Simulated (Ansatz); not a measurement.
# RbAl: the cost of one run

Computed with Ansatz 0.2.0 (DFT PBE, scalar-relativistic, plane waves, PAW, unless a step's input says otherwise).

## 1. Starting point

The structure is tetragonal, space group P4/mmm (No. 123). The conventional cell has a = 4.154 Å, b = 4.154 Å, c = 3.589 Å, α = 90.00°, β = 90.00°, γ = 90.00°. Around Rb (site symmetry 4/mmm) lie 4 Al at 2.94 Å. Al (site symmetry 4/mmm) is surrounded by 4 Rb at 2.94 Å.

Structure file:

```
Rb Al
1.0
     4.15429    0.00000    0.00000
     0.00000    4.15429    0.00000
     0.00000    0.00000    3.58873
Rb Al
1 1
Direct
  0.50000 0.50000 0.50000
  0.00000 0.00000 0.50000
```

A structure generator made this guess: random cell by space group and Wyckoff sites (P4/mmm, No. 123). Its size is a rough estimate.

## 2. A first look at the guess

The input, input.yaml:

```yaml
crystal:
  lattice:
    - [4.15428647, 0.0, 0.0]
    - [0.0, 4.15428647, 0.0]
    - [0.0, 0.0, 3.5887321]
  atoms:
    - { symbol: Rb, position: [0.5, 0.5, 0.5] }
    - { symbol: Al, position: [0.0, 0.0, 0.5] }
basis:
  ecutwfc: 420
kpoints:
  mp_grid: { grid: [4, 4, 6] }
hamiltonian:
  xc: pbe
scf:
  occupations: { method: gaussian, width: 0.1 }
  lower_state_search: "off"
output:
  forces: true
  stress: true
  eigenvalues: true
```

On the command line:

```console
ansatz run input.yaml --threads 1 --pin off --max-ram 2048MiB --backend cpu --events-out ev --progress --plain --runs-dir out
```

**Question.** How long does this run take on 1 thread of Arm Neoverse N1, shared host, and how much memory does it need?

About 1.9 s, with a peak of 0.28 GiB.
